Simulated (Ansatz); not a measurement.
# C3FN3Si: the cost of one run

Method: the settings change from run to run; program: Ansatz 0.2.0, Gaussian basis.

## 1. The relaxed structure

The geometry comes from an earlier relaxation with PBE0-D4 in a triple-zeta def2 set; it is a stationary point, not always the lowest conformer.

SMILES `N#C[Si](F)(C#N)C#N`, 8 atoms, charge 0, spin multiplicity 1.

Atoms are counted from 1 here; the program's logs count them from 0.

Bond lengths: N1–C2 1.151 Å, C2–Si3 1.822 Å, Si3–F4 1.567 Å, Si3–C5 1.822 Å, Si3–C7 1.822 Å, C5–N6 1.151 Å, C7–N8 1.151 Å. Angles: N1–C2–Si3 179.5°, C2–Si3–F4 109.7°, C2–Si3–C5 109.2°, C2–Si3–C7 109.2°, F4–Si3–C5 109.7°, F4–Si3–C7 109.7°, C5–Si3–C7 109.2°, Si3–C5–N6 179.5°, Si3–C7–N8 179.5°.

## 2. PBEsol/aug-pcseg-2

Set apart from the defaults: atoms shaken by 0.03 Å, D4 dispersion.

Input file in.yaml:

```yaml
crystal:
  periodic: [false, false, false]
  atoms:
    - {symbol: N, position_ang: [2.337719, 0.050692, 1.702242]}
    - {symbol: C, position_ang: [1.492999, 0.039938, 0.923070]}
    - {symbol: Si, position_ang: [0.165134, 0.085638, -0.407041]}
    - {symbol: F, position_ang: [0.873882, 0.333261, -1.790374]}
    - {symbol: C, position_ang: [-0.998209, 1.350501, 0.004817]}
    - {symbol: N, position_ang: [-1.775848, 2.194216, 0.212514]}
    - {symbol: C, position_ang: [-0.661643, -1.557447, -0.366783]}
    - {symbol: N, position_ang: [-1.222316, -2.561724, -0.364978]}
basis:
  gaussian: {orbitals: aug-pcseg-2}
hamiltonian: {xc: {name: PBEsol}, dispersion: d4}
output: {forces: true}
```

Started as:

```
ansatz run in.yaml --threads 4 --pin off --events-out ev --progress --plain --max-ram 10444MiB
```

Q: Estimate wall time and peak memory on 4 threads of Arm Neoverse V2, shared host.

About 6.5 s, with a peak of 0.73 GiB.
